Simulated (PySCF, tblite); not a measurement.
# C₃H₉Ge₂N: a rotation path, then NMR shifts on frames, part 2 of 2

tblite 0.8.0 and PySCF 2.14.0. Atoms count from 0.

**5. Nuclear shieldings: image 5, PBE0/pcSseg-1**

What the job is given:

```
{"job": {"kind": "nmr", "xc": "PBE0", "basis": "pcSseg-1", "pop": false}, "charge": 0, "multiplicity": 1}
C      3.733800    -0.049600     0.115400
C      2.366100    -0.078200    -0.354900
C      1.228600    -0.108200    -0.755000
Ge    -0.571600    -0.134100    -1.346400
N     -1.665700    -0.485800     0.074100
Ge    -3.277600     0.301400     0.316200
H      4.378800    -0.579500    -0.584700
H      4.077600     0.980700     0.202700
H      3.801200    -0.529500     1.091600
H     -0.955800     1.192800    -1.941200
H     -0.760900    -1.219300    -2.374800
H     -1.198100    -0.796000     0.912000
H     -3.983500    -0.442300     1.406500
H     -4.008300     0.199300    -0.982700
H     -3.168900     1.756300     0.693600
```

Level: GIAO PBE0/pcSseg-1 NMR shielding, non-relativistic, gas phase.

The log of the run:

```text
coarse grid: 57744 points
cycle   1  E = -4327.1007856875  dE = -7.707e-01  |g| = 1.301e+00  |ddm| = 4.173e+00
cycle   2  E = -4327.0013048282  dE =  9.948e-02  |g| = 1.414e+00  |ddm| = 1.625e+00
cycle   3  E = -4327.2295457701  dE = -2.282e-01  |g| = 2.398e-01  |ddm| = 1.080e+00
cycle   4  E = -4327.2402129200  dE = -1.067e-02  |g| = 9.887e-02  |ddm| = 2.444e-01
cycle   5  E = -4327.2419207728  dE = -1.708e-03  |g| = 3.040e-02  |ddm| = 8.633e-02
cycle   6  E = -4327.2421365638  dE = -2.158e-04  |g| = 7.339e-03  |ddm| = 2.407e-02
cycle   7  E = -4327.2421485702  dE = -1.201e-05  |g| = 1.306e-03  |ddm| = 7.121e-03
cycle   8  E = -4327.2421489598  dE = -3.896e-07  |g| = 3.067e-04  |ddm| = 1.342e-03
final grid: 119040 points
cycle   9  E = -4327.2421594481  dE = -2.641e-08  |g| = 3.429e-04  |ddm| = 1.866e-03
cycle  10  E = -4327.2421594265  dE =  2.161e-08  |g| = 4.564e-04  |ddm| = 5.509e-04
cycle  11  E = -4327.2421594708  dE = -4.429e-08  |g| = 1.285e-04  |ddm| = 3.535e-04
cycle  12  E = -4327.2421594748  dE = -4.058e-09  |g| = 7.645e-06  |ddm| = 8.900e-05
cycle  13  E = -4327.2421594748  dE = -1.364e-11  |g| = 2.995e-06  |ddm| = 9.599e-06
converged SCF energy = -4327.2421594748

GIAO shielding tensors (ppm)
atom      isotropic    diamagn.    paramagn.     s11        s22        s33       span
  0 C      181.012     251.909     -70.897    172.370    172.772    197.894     25.523
  1 C       74.051     273.182    -199.131    -24.713    -19.595    266.460    291.174
  2 C      104.291     267.902    -163.611     13.663     25.072    274.137    260.474
  3 Ge    1447.032    2756.147   -1309.115   1341.735   1407.928   1591.433    249.698
  4 N      288.594     331.651     -43.057    238.225    295.493    332.065     93.839
  5 Ge    1468.807    2754.366   -1285.558   1331.790   1414.848   1659.785    327.995
  6 H       29.646      25.987       3.659     24.507     27.829     36.603     12.096
  7 H       29.673      28.414       1.260     24.547     27.974     36.499     11.952
  8 H       29.666      30.367      -0.701     24.489     28.221     36.287     11.797
  9 H       26.889      29.909      -3.020     19.773     23.185     37.709     17.937
 10 H       26.738      28.910      -2.172     19.369     22.061     38.785     19.416
 11 H       32.984      37.234      -4.250     21.142     31.198     46.612     25.470
 12 H       27.260      28.005      -0.745     20.186     22.477     39.117     18.931
 13 H       27.509      28.247      -0.738     20.328     23.634     38.565     18.237
 14 H       27.057      28.734      -1.677     19.545     22.886     38.740     19.195
```

Wall time 75 s (1 thread of Intel Xeon at 2.50GHz, shared host); peak memory 0.95 GiB.

Key values: δ C1 112.9, C2 82.6, C0 5.9, Ge3 -116, H10 4.98, H9 4.83 ppm.

**6. NMR shieldings: image 6, PBE0/pcSseg-1**

What the job is given:

```
{"job": {"kind": "nmr", "xc": "PBE0", "basis": "pcSseg-1", "pop": false}, "charge": 0, "multiplicity": 1}
C      3.784100    -0.137500     0.078200
C      2.404200    -0.094500    -0.354500
C      1.253800    -0.064300    -0.716100
Ge    -0.556300     0.004100    -1.273100
N     -1.632500    -0.361200     0.159600
Ge    -3.351600     0.203000     0.264000
H      4.387600    -0.674700    -0.652700
H      4.174900     0.874200     0.183700
H      3.856100    -0.647000     1.039000
H     -0.880000     1.365800    -1.833600
H     -0.825300    -1.039200    -2.323500
H     -1.153100    -0.449200     1.042700
H     -3.976600    -0.487000     1.436000
H     -4.011300    -0.179000    -1.019900
H     -3.478500     1.694600     0.442300
```

With the program's defaults for keys left out, this is: GIAO PBE0/pcSseg-1 NMR shielding, non-relativistic, gas phase.

The log of the run:

```text
coarse grid: 57744 points
cycle   1  E = -4327.1007253061  dE = -7.738e-01  |g| = 1.301e+00  |ddm| = 4.185e+00
cycle   2  E = -4326.9989901964  dE =  1.017e-01  |g| = 1.418e+00  |ddm| = 1.642e+00
cycle   3  E = -4327.2290619412  dE = -2.301e-01  |g| = 2.432e-01  |ddm| = 1.101e+00
cycle   4  E = -4327.2401243028  dE = -1.106e-02  |g| = 9.920e-02  |ddm| = 2.486e-01
cycle   5  E = -4327.2418326575  dE = -1.708e-03  |g| = 3.085e-02  |ddm| = 8.680e-02
cycle   6  E = -4327.2420551716  dE = -2.225e-04  |g| = 7.415e-03  |ddm| = 2.433e-02
cycle   7  E = -4327.2420674168  dE = -1.225e-05  |g| = 1.314e-03  |ddm| = 7.069e-03
cycle   8  E = -4327.2420678148  dE = -3.979e-07  |g| = 3.105e-04  |ddm| = 1.323e-03
final grid: 119040 points
cycle   9  E = -4327.2420705347  dE = -1.945e-08  |g| = 3.495e-04  |ddm| = 1.527e-03
cycle  10  E = -4327.2420705096  dE =  2.512e-08  |g| = 4.760e-04  |ddm| = 5.630e-04
cycle  11  E = -4327.2420705584  dE = -4.876e-08  |g| = 1.335e-04  |ddm| = 3.718e-04
cycle  12  E = -4327.2420705628  dE = -4.384e-09  |g| = 7.517e-06  |ddm| = 9.149e-05
cycle  13  E = -4327.2420705628  dE =  9.095e-13  |g| = 2.834e-06  |ddm| = 8.877e-06
converged SCF energy = -4327.2420705628

GIAO shielding tensors (ppm)
atom      isotropic    diamagn.    paramagn.     s11        s22        s33       span
  0 C      180.992     251.959     -70.967    172.344    172.672    197.960     25.617
  1 C       73.924     273.305    -199.382    -24.179    -21.426    267.376    291.556
  2 C      104.669     267.334    -162.665     14.513     25.458    274.037    259.523
  3 Ge    1446.989    2756.224   -1309.235   1338.739   1408.671   1593.556    254.817
  4 N      287.473     331.239     -43.766    239.129    293.616    329.675     90.546
  5 Ge    1471.814    2754.078   -1282.263   1328.274   1423.428   1663.741    335.466
  6 H       29.647      26.115       3.532     24.511     27.827     36.604     12.094
  7 H       29.672      28.214       1.458     24.545     27.961     36.510     11.966
  8 H       29.650      30.321      -0.671     24.476     28.203     36.273     11.797
  9 H       26.780      29.781      -3.000     19.576     22.894     37.871     18.295
 10 H       26.817      29.210      -2.393     19.613     22.184     38.654     19.041
 11 H       32.916      37.246      -4.329     20.944     31.255     46.549     25.605
 12 H       27.275      27.921      -0.646     20.172     22.510     39.142     18.970
 13 H       27.546      28.197      -0.650     20.440     23.598     38.602     18.162
 14 H       27.101      28.318      -1.217     19.694     22.773     38.836     19.142
```

Run time: 78 s. Hardware: 1 thread of Intel Xeon at 2.50GHz, shared host; peak memory 1.1 GiB.

This run: δ C1 113.0, C2 82.3, C0 5.9, Ge3 -116, H9 4.94, H10 4.90 ppm.

**7. Shielding tensors: image 8, PBE0/pcSseg-1**

What the job is given:

```
{"job": {"kind": "nmr", "xc": "PBE0", "basis": "pcSseg-1", "pop": false}, "charge": 0, "multiplicity": 1}
C      3.775500    -0.323300     0.061300
C      2.406500    -0.114200    -0.354400
C      1.268300     0.059800    -0.713500
Ge    -0.529800     0.329600    -1.240900
N     -1.562200    -0.023800     0.222700
Ge    -3.374800    -0.022800     0.234500
H      4.304700    -0.906900    -0.691400
H      4.278700     0.635300     0.184700
H      3.799000    -0.861300     1.008600
H     -0.695400     1.744100    -1.749000
H     -0.948100    -0.634800    -2.310400
H     -1.136500     0.250200     1.096400
H     -3.795000    -0.525400     1.580400
H     -3.819200    -0.937800    -0.858800
H     -3.976200     1.339000     0.002300
```

Method: GIAO PBE0/pcSseg-1 NMR shielding, non-relativistic, gas phase.

The log of the run:

```text
coarse grid: 57744 points
cycle   1  E = -4327.1007092955  dE = -7.704e-01  |g| = 1.302e+00  |ddm| = 4.192e+00
cycle   2  E = -4326.9955696686  dE =  1.051e-01  |g| = 1.423e+00  |ddm| = 1.672e+00
cycle   3  E = -4327.2288525475  dE = -2.333e-01  |g| = 2.504e-01  |ddm| = 1.123e+00
cycle   4  E = -4327.2407005082  dE = -1.185e-02  |g| = 1.011e-01  |ddm| = 2.549e-01
cycle   5  E = -4327.2424554072  dE = -1.755e-03  |g| = 3.304e-02  |ddm| = 8.760e-02
cycle   6  E = -4327.2427128365  dE = -2.574e-04  |g| = 7.281e-03  |ddm| = 2.571e-02
cycle   7  E = -4327.2427245166  dE = -1.168e-05  |g| = 1.320e-03  |ddm| = 6.860e-03
cycle   8  E = -4327.2427249194  dE = -4.028e-07  |g| = 3.120e-04  |ddm| = 1.290e-03
final grid: 119040 points
cycle   9  E = -4327.2427460230  dE = -3.248e-08  |g| = 3.594e-04  |ddm| = 1.768e-03
cycle  10  E = -4327.2427459860  dE =  3.698e-08  |g| = 5.296e-04  |ddm| = 5.979e-04
cycle  11  E = -4327.2427460482  dE = -6.212e-08  |g| = 1.442e-04  |ddm| = 4.113e-04
cycle  12  E = -4327.2427460532  dE = -5.080e-09  |g| = 7.954e-06  |ddm| = 9.881e-05
cycle  13  E = -4327.2427460532  dE =  6.366e-12  |g| = 3.227e-06  |ddm| = 1.003e-05
converged SCF energy = -4327.2427460532

GIAO shielding tensors (ppm)
atom      isotropic    diamagn.    paramagn.     s11        s22        s33       span
  0 C      181.050     251.944     -70.894    172.435    172.851    197.865     25.430
  1 C       74.497     273.437    -198.940    -24.741    -19.119    267.350    292.092
  2 C      104.055     267.474    -163.418     13.283     25.095    273.787    260.504
  3 Ge    1445.512    2756.302   -1310.791   1341.647   1399.693   1595.195    253.548
  4 N      280.140     330.429     -50.289    243.332    276.266    320.822     77.491
  5 Ge    1471.994    2753.901   -1281.906   1331.356   1417.930   1666.696    335.340
  6 H       29.643      26.457       3.186     24.481     27.869     36.580     12.099
  7 H       29.675      27.691       1.985     24.551     27.941     36.534     11.984
  8 H       29.658      30.551      -0.893     24.469     28.228     36.277     11.807
  9 H       26.652      29.302      -2.650     19.379     22.203     38.375     18.996
 10 H       27.018      29.659      -2.641     20.090     22.695     38.268     18.178
 11 H       32.821      36.933      -4.111     20.868     31.589     46.007     25.139
 12 H       27.255      28.065      -0.809     20.146     22.641     38.979     18.833
 13 H       27.481      28.373      -0.892     20.448     23.524     38.470     18.021
 14 H       27.113      27.731      -0.618     19.723     22.593     39.022     19.299
```

Run time: 77 s. Hardware: 1 thread of Intel Xeon at 2.50GHz, shared host; peak memory 0.95 GiB.

Key values: δ C1 112.4, C2 82.9, C0 5.9, Ge3 -115, H9 5.06, H10 4.70 ppm.

**8. Run by run: NMR shifts**

Shifts (ppm) of some atoms, chosen among heavy atoms and hydrogens apart, with basis size and wall time:

```csv
frame,C1,C2,H9,H11,Ge3,Ge5,N4,functions,time
image 0,112.4,84.6,4.59,-0.82,-118,-138,-6.7,195,1.8 min
image 2,111.8,84.8,4.55,-1.10,-114,-131,-8.2,195,78 s
image 5,112.9,82.6,4.83,-1.27,-116,-138,-20.9,195,75 s
image 6,113.0,82.3,4.94,-1.20,-116,-141,-19.7,195,78 s
image 8,112.4,82.9,5.06,-1.10,-115,-141,-12.4,195,77 s
```

**9. Outcome**

What follows sums up all 2 parts.

| quantity | value |
| --- | --- |
| barrier | 0.048 eV (1.1 kcal/mol) at image 5 |
| end to end (GFN2-xTB) | 0.022 eV |
| 13C shifts against TMS (PBE0/pcSseg-1, image 0) | 112.4, 84.6, 5.9 ppm |
| 1H shifts against TMS (PBE0/pcSseg-1, image 0) | 4.86, 4.76, 4.59, 4.48, 4.22, 2.07, 2.06, 2.05, -0.82 ppm |
| 73Ge shifts against GeMe4 (PBE0/pcSseg-1, image 0) | -118, -138 ppm |
| 15N shifts against NH3 (PBE0/pcSseg-1, image 0) | -6.7 ppm |
| surface potential, 1st and 99th percentile | -1.10 V and 1.25 V |
| range of the shift of N4 | -20.9 to -6.7 ppm |

**Reading.** Along the band the dihedral turns by 120°, and the top (dihedral 142°) lies 1.1 kcal/mol above the start (GFN2-xTB, rough), so at room temperature this motion is fast. Ends this close can change order at a higher level. The top was not checked by a frequency run. Shifts at one fixed geometry are not the observed spectrum, which averages over the motion. In the first frame run (image 0): Shielding is most anisotropic at Ge5 (span 322 ppm, paramagnetic term -1288 ppm). In ppm, N4 moves most: its shift spreads over 14.1 ppm, from -20.9 (image 5) to -6.7 (image 0). Spin-orbit coupling is left out, which matters for shieldings and couplings at and beside the heavy atoms.
